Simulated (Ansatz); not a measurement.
# F2O2Se (SeO2F2): the cost of one run

Method: the settings change from run to run; program: Ansatz 0.2.0, Gaussian basis.

### Step 1. The relaxed structure

The structure was relaxed beforehand with r2SCAN-D4/def2-SVP.

5 atoms, charge 0, spin multiplicity 1.

Atoms are counted from 1 here; the program's logs count them from 0.

Bond lengths: Se1–O2 1.585 Å, Se1–O3 1.585 Å, Se1–F4 1.730 Å, Se1–F5 1.730 Å. Angles: O2–Se1–O3 127.7°, O2–Se1–F4 107.6°, O2–Se1–F5 107.6°, O3–Se1–F4 107.6°, O3–Se1–F5 107.6°, F4–Se1–F5 93.2°.

### Step 2. CAM-B3LYP/ANO-RCC-VTZP

Set apart from the defaults: multiplicity 3, D3(BJ) with three-body dispersion, relativity set to scalar.

in.yaml

```yaml
crystal:
  periodic: [false, false, false]
  atoms:
    - {symbol: Se, position_ang: [0.160502, -0.000690, 0.111907]}
    - {symbol: O, position_ang: [-0.079697, -0.019218, 1.678485]}
    - {symbol: O, position_ang: [1.547472, 0.012941, -0.655117]}
    - {symbol: F, position_ang: [-0.818632, 1.260374, -0.553466]}
    - {symbol: F, position_ang: [-0.809635, -1.253407, -0.581809]}
basis:
  gaussian: {orbitals: ANO-RCC-VTZP}
magnetization: {spin_polarized: true, initial_magnetization: 2}
hamiltonian: {xc: {name: CAM-B3LYP}, dispersion: d3bjatm, pseudopotentials: {relativity: scalar}}
scf: {omitted_lower_state_checks: [starts]}
```

Started as:

```sh
ansatz run in.yaml --threads 4 --pin off --events-out ev --progress --plain --max-ram 3916MiB
```

**Question.** How long does this run take on 4 threads of AMD EPYC 7B13, shared host, and how much memory does it need?

About 13 s, with a peak of 1.1 GiB.
